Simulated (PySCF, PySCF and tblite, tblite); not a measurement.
# C₅H₄N₂OSe: conformers and averaged spectra, part 2 of 2

PySCF and tblite. Atoms count from 0.

## (6) Single-point energy, conformer 2: B3LYP/def2-SVP in water

Job settings and geometry (Å):

```
{"job": {"xc": "B3LYP", "basis": "def2-SVP", "solvent": "water", "kind": "sp"}, "charge": 0, "multiplicity": 1}
N      1.293596    -2.359972    -0.385917
C      1.741767    -1.317577    -0.244588
C      2.256762     0.003517    -0.067838
Se     1.146975     1.007305     1.268696
C     -0.534571     0.627151     0.508689
C     -1.401986     1.303809    -0.302182
N     -2.480792     0.509420    -0.523565
C     -2.244656    -0.577433     0.138883
O     -1.089175    -0.575783     0.794359
H      2.235024     0.557106    -1.009638
H      3.268973    -0.020491     0.340730
H     -1.317090     2.282795    -0.725758
H     -2.879214    -1.439361     0.190401
```

The log of the run:

```text
coarse grid: 58544 points
cycle   1  E = -2778.5547482736  dE =  7.514e-01  |g| = 6.247e-01  |ddm| = 4.502e+00
cycle   2  E = -2778.3763914255  dE =  1.784e-01  |g| = 1.102e+00  |ddm| = 1.336e+00
cycle   3  E = -2778.6305563195  dE = -2.542e-01  |g| = 1.708e-01  |ddm| = 8.681e-01
cycle   4  E = -2778.6358444422  dE = -5.288e-03  |g| = 7.425e-02  |ddm| = 1.634e-01
cycle   5  E = -2778.6369936659  dE = -1.149e-03  |g| = 1.082e-02  |ddm| = 5.831e-02
cycle   6  E = -2778.6370148622  dE = -2.120e-05  |g| = 3.993e-03  |ddm| = 1.277e-02
cycle   7  E = -2778.6370185730  dE = -3.711e-06  |g| = 8.911e-04  |ddm| = 5.225e-03
final grid: 123800 points
cycle   8  E = -2778.6370056890  dE =  2.213e-07  |g| = 1.398e-03  |ddm| = 2.539e-03
cycle   9  E = -2778.6370048026  dE =  8.864e-07  |g| = 2.446e-03  |ddm| = 3.195e-03
cycle  10  E = -2778.6370061118  dE = -1.309e-06  |g| = 2.941e-04  |ddm| = 2.004e-03
cycle  11  E = -2778.6370061298  dE = -1.800e-08  |g| = 5.163e-05  |ddm| = 2.301e-04
cycle  12  E = -2778.6370061304  dE = -5.780e-10  |g| = 1.205e-05  |ddm| = 4.745e-05
converged SCF energy = -2778.6370061304
```

Wall time 9.3 s (1 thread of Arm Neoverse V2, shared host); peak memory 0.71 GiB.

In short: HOMO -6.73 eV, LUMO -1.29 eV; dipole 4.20 D.

## (7) Shieldings, conformer 3: WP04/pcSseg-1 in water

Job settings and geometry (Å):

```
{"job": {"xc": "WP04", "basis": "pcSseg-1", "solvent": "water", "kind": "nmr", "pop": false}, "charge": 0, "multiplicity": 1}
N      4.429529    -0.414696    -0.208664
C      3.322671    -0.150424    -0.103692
C      1.936965     0.186134     0.028601
Se     0.816667    -1.426301    -0.316493
C     -0.842367    -0.574906    -0.048660
C     -2.139443    -1.004628    -0.107591
N     -2.947456     0.051324     0.181492
C     -2.154752     1.044314     0.397642
O     -0.851542     0.739785     0.275479
H      1.659690     0.949656    -0.702396
H      1.724150     0.530399     1.043672
H     -2.525782    -1.976080    -0.332986
H     -2.432719     2.045909     0.654761
```

The log of the run:

```text
coarse grid: 58544 points
cycle   1  E = -2799.2793178838  dE =  6.459e-01  |g| = 9.698e-01  |ddm| = 3.833e+00
cycle   2  E = -2798.8867171615  dE =  3.926e-01  |g| = 1.623e+00  |ddm| = 1.847e+00
cycle   3  E = -2799.4159126530  dE = -5.292e-01  |g| = 3.509e-01  |ddm| = 1.320e+00
cycle   4  E = -2799.4370078636  dE = -2.110e-02  |g| = 1.773e-01  |ddm| = 2.928e-01
cycle   5  E = -2799.4432697295  dE = -6.262e-03  |g| = 3.580e-02  |ddm| = 1.229e-01
cycle   6  E = -2799.4435198056  dE = -2.501e-04  |g| = 7.252e-03  |ddm| = 2.947e-02
cycle   7  E = -2799.4435301056  dE = -1.030e-05  |g| = 4.294e-03  |ddm| = 1.106e-02
cycle   8  E = -2799.4435333340  dE = -3.228e-06  |g| = 9.124e-04  |ddm| = 3.703e-03
final grid: 123800 points
cycle   9  E = -2799.4434621616  dE =  5.628e-07  |g| = 1.827e-03  |ddm| = 2.774e-03
cycle  10  E = -2799.4434592373  dE =  2.924e-06  |g| = 3.978e-03  |ddm| = 4.289e-03
cycle  11  E = -2799.4434629471  dE = -3.710e-06  |g| = 1.972e-04  |ddm| = 2.899e-03
cycle  12  E = -2799.4434629561  dE = -8.945e-09  |g| = 4.924e-05  |ddm| = 1.760e-04
cycle  13  E = -2799.4434629565  dE = -4.316e-10  |g| = 1.879e-05  |ddm| = 4.157e-05
converged SCF energy = -2799.4434629565

GIAO shielding tensors (ppm)
atom      isotropic    diamagn.    paramagn.     s11        s22        s33       span
  0 N      -23.412     340.168    -363.581   -190.854   -177.419    298.036    488.890
  1 C       54.877     258.121    -203.244    -67.124    -62.980    294.735    361.859
  2 C      156.162     247.735     -91.573    133.649    164.902    169.935     36.285
  3 Se    1180.622    3001.954   -1821.331    595.081   1231.991   1714.795   1119.714
  4 C       18.344     258.559    -240.215    -53.156     28.116     80.071    133.227
  5 C       42.169     254.605    -212.436    -43.804     53.390    116.921    160.724
  6 N      -39.114     336.111    -375.225   -226.839   -112.046    221.543    448.382
  7 C       13.752     251.665    -237.913    -57.293     21.772     76.777    134.069
  8 O       -0.957     402.032    -402.989   -149.915    -38.408    185.454    335.369
  9 H       27.711      28.716      -1.005     21.603     27.513     34.016     12.413
 10 H       27.704      28.486      -0.783     21.573     27.528     34.009     12.436
 11 H       24.737      31.953      -7.216     21.420     23.893     28.899      7.479
 12 H       23.938      28.757      -4.819     20.262     24.163     27.390      7.129
```

Wall time 23 s (1 thread of Arm Neoverse V2, shared host); peak memory 1 GiB.

This run: HOMO -7.55 eV, LUMO -3.19 eV; dipole 2.82 D.

## (8) Single-point energy, conformer 3: B3LYP/def2-SVP in water

Changed since step 7:

```diff
@@ -1,2 +1,2 @@
-{"job": {"xc": "WP04", "basis": "pcSseg-1", "solvent": "water", "kind": "nmr", "pop": false}, "charge": 0, "multiplicity": 1}
+{"job": {"xc": "B3LYP", "basis": "def2-SVP", "solvent": "water", "kind": "sp"}, "charge": 0, "multiplicity": 1}
 N      4.429529    -0.414696    -0.208664
```

The log of the run:

```text
coarse grid: 58544 points
cycle   1  E = -2778.5490076557  dE =  7.486e-01  |g| = 6.269e-01  |ddm| = 4.496e+00
cycle   2  E = -2778.3648762068  dE =  1.841e-01  |g| = 1.109e+00  |ddm| = 1.439e+00
cycle   3  E = -2778.6269126468  dE = -2.620e-01  |g| = 1.686e-01  |ddm| = 9.340e-01
cycle   4  E = -2778.6319551948  dE = -5.043e-03  |g| = 7.403e-02  |ddm| = 1.603e-01
cycle   5  E = -2778.6330930523  dE = -1.138e-03  |g| = 1.154e-02  |ddm| = 5.919e-02
cycle   6  E = -2778.6331162814  dE = -2.323e-05  |g| = 5.501e-03  |ddm| = 1.428e-02
cycle   7  E = -2778.6331226747  dE = -6.393e-06  |g| = 1.523e-03  |ddm| = 6.131e-03
final grid: 123800 points
cycle   8  E = -2778.6330868412  dE =  1.310e-06  |g| = 2.862e-03  |ddm| = 4.360e-03
cycle   9  E = -2778.6330813626  dE =  5.479e-06  |g| = 5.691e-03  |ddm| = 7.551e-03
cycle  10  E = -2778.6330887091  dE = -7.346e-06  |g| = 2.476e-04  |ddm| = 4.984e-03
cycle  11  E = -2778.6330887229  dE = -1.380e-08  |g| = 7.392e-05  |ddm| = 2.706e-04
cycle  12  E = -2778.6330887241  dE = -1.223e-09  |g| = 1.147e-05  |ddm| = 6.238e-05
cycle  13  E = -2778.6330887241  dE = -2.365e-11  |g| = 3.552e-06  |ddm| = 1.233e-05
converged SCF energy = -2778.6330887241
```

Wall time 9.6 s (1 thread of Arm Neoverse V2, shared host); peak memory 0.78 GiB.

This run: HOMO -6.02 eV, LUMO -1.02 eV; dipole 2.83 D.

## (9) Couplings, conformer 1: B3LYP/6-31G*+pcJ-1

Job settings and geometry (Å):

```
{"job": {"xc": "B3LYP", "basis": {"default": "6-31G*", "H": "pcJ-1"}, "nuclei": ["H", "F", "P", "Si", "B"], "kind": "j"}, "charge": 0, "multiplicity": 1}
N      2.391314    -0.637600     2.050699
C      2.276728    -0.472377     0.925502
C      2.115928    -0.272129    -0.482731
Se     0.522618    -1.254265    -1.158392
C     -0.758211    -0.269768    -0.202554
C     -0.759967     0.736276     0.724218
N     -2.055523     1.023599     1.021615
C     -2.766313     0.222130     0.303944
O     -2.042849    -0.597558    -0.471028
H      2.974035    -0.676279    -1.023872
H      1.984748     0.787229    -0.715185
H      0.052105     1.247729     1.195684
H     -3.835095     0.162359     0.276701
```

The log of the run:

```text
coarse grid: 58544 points
cycle   1  E = -2778.7896313425  dE =  8.824e-01  |g| = 6.706e-01  |ddm| = 4.171e+00
cycle   2  E = -2778.4996769474  dE =  2.900e-01  |g| = 1.313e+00  |ddm| = 1.764e+00
cycle   3  E = -2778.8797435828  dE = -3.801e-01  |g| = 2.314e-01  |ddm| = 1.263e+00
cycle   4  E = -2778.8897016558  dE = -9.958e-03  |g| = 8.579e-02  |ddm| = 2.157e-01
cycle   5  E = -2778.8912044354  dE = -1.503e-03  |g| = 1.680e-02  |ddm| = 7.819e-02
cycle   6  E = -2778.8912426588  dE = -3.822e-05  |g| = 1.157e-02  |ddm| = 2.291e-02
cycle   7  E = -2778.8912710370  dE = -2.838e-05  |g| = 2.019e-03  |ddm| = 9.915e-03
cycle   8  E = -2778.8912719462  dE = -9.092e-07  |g| = 5.684e-04  |ddm| = 2.585e-03
final grid: 123800 points
cycle   9  E = -2778.8912628577  dE =  1.418e-07  |g| = 9.677e-04  |ddm| = 1.845e-03
cycle  10  E = -2778.8912622572  dE =  6.005e-07  |g| = 1.863e-03  |ddm| = 2.778e-03
cycle  11  E = -2778.8912630763  dE = -8.191e-07  |g| = 3.170e-04  |ddm| = 1.757e-03
cycle  12  E = -2778.8912630991  dE = -2.278e-08  |g| = 2.910e-05  |ddm| = 2.785e-04
cycle  13  E = -2778.8912630993  dE = -1.746e-10  |g| = 1.186e-05  |ddm| = 3.208e-05
converged SCF energy = -2778.8912630993

Indirect spin-spin couplings (Hz)
  i      j    bonds     total        FC       PSO       DSO        SD
  9 H   10 H    2    -16.455   -16.933     2.024    -1.546         -
  9 H   12 H    6     -0.336     0.265     0.696    -1.296         -
 10 H   11 H    5      0.958    -0.033    -1.198     2.189         -
 10 H   12 H    6     -0.450    -0.057     0.579    -0.973         -
 11 H   12 H    4     -0.713     0.042     1.558    -2.313         -
```

It took 20 s on 1 thread of Arm Neoverse V2, shared host; peak memory 0.91 GiB.

This run: HOMO -6.16 eV, LUMO -1.30 eV; dipole 3.77 D.

## (10) Couplings, conformer 2: B3LYP/6-31G*+pcJ-1

Job settings and geometry (Å):

```
{"job": {"xc": "B3LYP", "basis": {"default": "6-31G*", "H": "pcJ-1"}, "nuclei": ["H", "F", "P", "Si", "B"], "kind": "j"}, "charge": 0, "multiplicity": 1}
N      1.293596    -2.359972    -0.385917
C      1.741767    -1.317577    -0.244588
C      2.256762     0.003517    -0.067838
Se     1.146975     1.007305     1.268696
C     -0.534571     0.627151     0.508689
C     -1.401986     1.303809    -0.302182
N     -2.480792     0.509420    -0.523565
C     -2.244656    -0.577433     0.138883
O     -1.089175    -0.575783     0.794359
H      2.235024     0.557106    -1.009638
H      3.268973    -0.020491     0.340730
H     -1.317090     2.282795    -0.725758
H     -2.879214    -1.439361     0.190401
```

The log of the run:

```text
coarse grid: 58544 points
cycle   1  E = -2778.7987530811  dE =  8.642e-01  |g| = 6.572e-01  |ddm| = 4.189e+00
cycle   2  E = -2778.5382153993  dE =  2.605e-01  |g| = 1.265e+00  |ddm| = 1.681e+00
cycle   3  E = -2778.8832265136  dE = -3.450e-01  |g| = 2.325e-01  |ddm| = 1.202e+00
cycle   4  E = -2778.8934846174  dE = -1.026e-02  |g| = 8.715e-02  |ddm| = 2.227e-01
cycle   5  E = -2778.8950807292  dE = -1.596e-03  |g| = 1.351e-02  |ddm| = 7.754e-02
cycle   6  E = -2778.8951151145  dE = -3.439e-05  |g| = 5.195e-03  |ddm| = 1.496e-02
cycle   7  E = -2778.8951208257  dE = -5.711e-06  |g| = 1.883e-03  |ddm| = 6.222e-03
final grid: 123800 points
cycle   8  E = -2778.8951040109  dE =  2.507e-06  |g| = 3.882e-03  |ddm| = 4.581e-03
cycle   9  E = -2778.8950908014  dE =  1.321e-05  |g| = 8.640e-03  |ddm| = 9.830e-03
cycle  10  E = -2778.8951072601  dE = -1.646e-05  |g| = 4.495e-04  |ddm| = 6.954e-03
cycle  11  E = -2778.8951073044  dE = -4.434e-08  |g| = 1.082e-04  |ddm| = 4.204e-04
cycle  12  E = -2778.8951073069  dE = -2.452e-09  |g| = 2.914e-05  |ddm| = 1.117e-04
cycle  13  E = -2778.8951073071  dE = -2.028e-10  |g| = 4.093e-06  |ddm| = 2.452e-05
converged SCF energy = -2778.8951073071

Indirect spin-spin couplings (Hz)
  i      j    bonds     total        FC       PSO       DSO        SD
  9 H   10 H    2    -15.509   -15.964     2.083    -1.628         -
  9 H   11 H    5      0.336     0.118    -0.274     0.492         -
  9 H   12 H    6     -0.229     0.096     0.555    -0.879         -
 10 H   11 H    5     -0.698    -0.099     0.593    -1.192         -
 10 H   12 H    6     -0.508    -0.036     0.693    -1.165         -
 11 H   12 H    4     -0.820    -0.028     1.577    -2.370         -
```

Wall time 21 s (1 thread of Arm Neoverse V2, shared host); peak memory 0.93 GiB.

In short: HOMO -6.85 eV, LUMO -1.41 eV; dipole 2.94 D.

## (11) Couplings, conformer 3: B3LYP/6-31G*+pcJ-1

Job settings and geometry (Å):

```
{"job": {"xc": "B3LYP", "basis": {"default": "6-31G*", "H": "pcJ-1"}, "nuclei": ["H", "F", "P", "Si", "B"], "kind": "j"}, "charge": 0, "multiplicity": 1}
N      4.429529    -0.414696    -0.208664
C      3.322671    -0.150424    -0.103692
C      1.936965     0.186134     0.028601
Se     0.816667    -1.426301    -0.316493
C     -0.842367    -0.574906    -0.048660
C     -2.139443    -1.004628    -0.107591
N     -2.947456     0.051324     0.181492
C     -2.154752     1.044314     0.397642
O     -0.851542     0.739785     0.275479
H      1.659690     0.949656    -0.702396
H      1.724150     0.530399     1.043672
H     -2.525782    -1.976080    -0.332986
H     -2.432719     2.045909     0.654761
```

The log of the run:

```text
coarse grid: 58544 points
cycle   1  E = -2778.7933771495  dE =  8.611e-01  |g| = 6.590e-01  |ddm| = 4.171e+00
cycle   2  E = -2778.5184886997  dE =  2.749e-01  |g| = 1.279e+00  |ddm| = 1.731e+00
cycle   3  E = -2778.8795960022  dE = -3.611e-01  |g| = 2.349e-01  |ddm| = 1.246e+00
cycle   4  E = -2778.8898156898  dE = -1.022e-02  |g| = 8.364e-02  |ddm| = 2.119e-01
cycle   5  E = -2778.8912326009  dE = -1.417e-03  |g| = 1.514e-02  |ddm| = 7.453e-02
cycle   6  E = -2778.8912692989  dE = -3.670e-05  |g| = 8.629e-03  |ddm| = 1.838e-02
cycle   7  E = -2778.8912851843  dE = -1.589e-05  |g| = 2.102e-03  |ddm| = 8.418e-03
cycle   8  E = -2778.8912861463  dE = -9.620e-07  |g| = 5.549e-04  |ddm| = 2.202e-03
final grid: 123800 points
cycle   9  E = -2778.8912435830  dE =  1.320e-07  |g| = 9.830e-04  |ddm| = 1.678e-03
cycle  10  E = -2778.8912429130  dE =  6.700e-07  |g| = 1.986e-03  |ddm| = 2.441e-03
cycle  11  E = -2778.8912437903  dE = -8.773e-07  |g| = 2.746e-04  |ddm| = 1.649e-03
cycle  12  E = -2778.8912438070  dE = -1.673e-08  |g| = 3.662e-05  |ddm| = 2.456e-04
cycle  13  E = -2778.8912438073  dE = -3.015e-10  |g| = 7.814e-06  |ddm| = 3.573e-05
converged SCF energy = -2778.8912438073

Indirect spin-spin couplings (Hz)
  i      j    bonds     total        FC       PSO       DSO        SD
  9 H   10 H    2    -14.434   -14.992     1.870    -1.312         -
  9 H   11 H    5     -0.730    -0.111     0.623    -1.243         -
 10 H   11 H    5     -0.732    -0.109     0.627    -1.250         -
 11 H   12 H    4     -0.727     0.052     1.613    -2.392         -
```

Run time: 20 s. Hardware: 1 thread of Arm Neoverse V2, shared host; peak memory 0.93 GiB.

In short: HOMO -6.18 eV, LUMO -1.34 eV; dipole 2.43 D.

## (12) The ensemble: properties at WP04/pcSseg-1 in water

Job settings and geometry (Å):

```
{"job": {"study": "conf", "smiles": "N#CC[Se]c1cnco1", "search": {"seed": 8421, "n_embed": 90, "ff_keep": 18, "window": 3.0, "nmax": 8, "temps": [220, 260, 298.15, 340, 380], "t_ref": 298.15, "order": 0.002}, "level": {"nmr": {"xc": "WP04", "basis": "pcSseg-1", "solvent": "water"}, "sp": {"xc": "B3LYP", "basis": "def2-SVP", "solvent": "water"}, "j": {"xc": "B3LYP", "basis": {"default": "6-31G*", "H": "pcJ-1"}, "nuclei": ["H", "F", "P", "Si", "B"]}}, "kind": "conf"}, "charge": 0, "multiplicity": 1}
N      1.293596    -2.359972    -0.385917
C      1.741767    -1.317577    -0.244588
C      2.256762     0.003517    -0.067838
Se     1.146975     1.007305     1.268696
C     -0.534571     0.627151     0.508689
C     -1.401986     1.303809    -0.302182
N     -2.480792     0.509420    -0.523565
C     -2.244656    -0.577433     0.138883
O     -1.089175    -0.575783     0.794359
H      2.235024     0.557106    -1.009638
H      3.268973    -0.020491     0.340730
H     -1.317090     2.282795    -0.725758
H     -2.879214    -1.439361     0.190401
```

The log of the run:

```text
conformer  sym    E(xTB)   E(DFT)   G(298.15 K)  weight  dipole/D
    1     C1      0.000    1.492    1.942   0.0363    5.134
    2     C1      1.119    0.000    0.000   0.9619    4.205
    3     Cs      1.721    3.225    3.701   0.0019    2.828

mean shielding (ppm) by class
class atoms           220 K      260 K   298.15 K      340 K      380 K
  0 N  0            -24.123    -24.096    -24.066     -24.03    -23.994
  1 C  1             52.165     52.173     52.183     52.196      52.21
  2 C  2            150.284    150.338    150.401    150.479    150.559
  3 Se 3           1242.185   1241.081   1239.826   1238.304   1236.773
  4 C  4             18.887     18.864     18.837     18.805     18.773
  5 C  5             28.179     28.316     28.473     28.668     28.866
  6 N  6            -42.086    -42.043    -41.994    -41.934    -41.873
  7 C  7             10.327     10.369     10.418     10.477     10.537
  8 O  8            -15.793    -15.558    -15.289    -14.963    -14.634
  9 H  9,10          28.388     28.384      28.38     28.374     28.368
 10 H  11            24.098     24.103     24.109     24.117     24.124
 11 H  12            23.721     23.723     23.725     23.728      23.73
```

Run time: 2.8 min. Hardware: 1 thread of Arm Neoverse V2, shared host. This counts the runs that the step sums up.

The search (ETKDG and KDG, UFF, GFN2-xTB) embedded 90 structures, kept 3 distinct ones after the force field and 3 after xTB; 3 were carried on (window 3.0 kcal/mol at the search's own energies). Energies: B3LYP/def2-SVP in water with D3(BJ).

Conformer by conformer (298 K):

```tsv
no.	group	mirror pair	ΔE xTB	ΔE DFT	ΔG	weight (%)	μ (D)	C1–C2–Se3–C4 (°)	C2–Se3–C4–O8 (°)	A, B, C (GHz)
1	C1	yes	0.00	1.49	1.94	3.6	5.13	65	176	1.82, 0.95, 0.67
2	C1	yes	1.12	0.00	0.00	96.2	4.21	-50	81	1.71, 1.03, 0.73
3	Cs	no	1.72	3.23	3.70	0.2	2.83	180	0	3.50, 0.66, 0.56
```

Energies in kcal/mol. ΔG holds xTB vibrations and rotation, symmetry numbers and mirror pairs.

Weights (%) by temperature:

```tsv
no.	220 K	260 K	298 K	340 K	380 K
2	98.6	97.5	96.2	94.6	93.0
1	1.4	2.5	3.6	5.0	6.4
3	0.0	0.1	0.2	0.4	0.6
```

Other ways of weighting, at the same temperature:

```tsv
scheme	2	1	3	mean μ (D)
DFT free energy	96	4	0	4.24
DFT energy, symmetry counted	92	7	0	4.27
DFT energy alone	92	7	0	4.27
xTB energy, symmetry counted	13	85	2	4.96
xTB free energy	24	73	4	4.83
lowest conformer only	100	0	0	4.21
equal weights	33	33	33	4.06
conformers found from three starts alone	0	95	5	5.02
```

Shifts against references run at the same level ($^{13}$C TMS 176.0, $^{1}$H TMS 31.98 ppm of shielding), by class of atoms, at 298 K:

```tsv
atoms	environment	no. 2	no. 1	no. 3	average
C7	aromatic CH between two ring heteroatoms	165.7	161.8	162.2	165.5
C4	substituted aromatic carbon next to the ring oxygen	157.0	159.3	157.6	157.1
C5	aromatic CH next to a ring nitrogen	148.0	135.7	133.8	147.5
C1	nitrile carbon	123.8	123.2	121.1	123.8
C2	sp3 CH2 bonded to Se, α to a nitrile	25.7	20.8	19.8	25.6
H12	hydrogen on an aromatic CH between two ring heteroatoms	8.26	8.10	8.04	8.25
H11	hydrogen on an aromatic CH next to a ring nitrogen	7.88	7.42	7.24	7.87
H9, H10	hydrogen on an sp3 CH2 bonded to Se, α to a nitrile	3.58	3.91	4.27	3.60
N6	pyridine-type nitrogen of an azole	-42.1 (σ)	-38.2 (σ)	-39.1 (σ)	-42.0 (σ)
N0	nitrile nitrogen	-24.2 (σ)	-21.7 (σ)	-23.4 (σ)	-24.1 (σ)
Se3	selenium bonded to 2 C	1244 (σ)	1142 (σ)	1181 (σ)	1240 (σ)
O8	aromatic ring oxygen	-16.1 (σ)	5.6 (σ)	-1.0 (σ)	-15.3 (σ)
```

Couplings (Hz, B3LYP/6-31G*+pcJ-1; one pair named for each class), from conformers that hold 100 % of the weight:

```tsv
pair	bonds	no. 2	no. 1	no. 3	average
H9–H10	2	-15.5	-16.4	-14.4	-15.5
H11–H12	4	-0.8	-0.7	-0.7	-0.8
```

Effective distances for nuclear Overhauser effects, ⟨r⁻⁶⟩^(−1/6) over all pairs of two classes (Å): H9···H11 4.16.

## (13) What came out

What follows sums up all 2 parts.

| quantity | value |
| --- | --- |
| conformers | 3; the first in weight is no. 2 (C1), 96 % at 298 K |
| root-mean-square dipole | 4.24 D |
| averaged $^{13}$C shifts (WP04/pcSseg-1 in water) | 165.5, 157.1, 147.5, 123.8, 25.6 ppm |
| averaged $^{1}$H shifts (WP04/pcSseg-1 in water) | 8.25, 7.87, 3.60 ppm |

What this shows: Conformer 2 leads with 96 % at 298 K, and its share goes from 99 % at 220 K to 93 % at 380 K. xTB puts no. 1 lowest, DFT no. 2. Spin-orbit coupling is left out, which matters at and beside the heavy atoms.
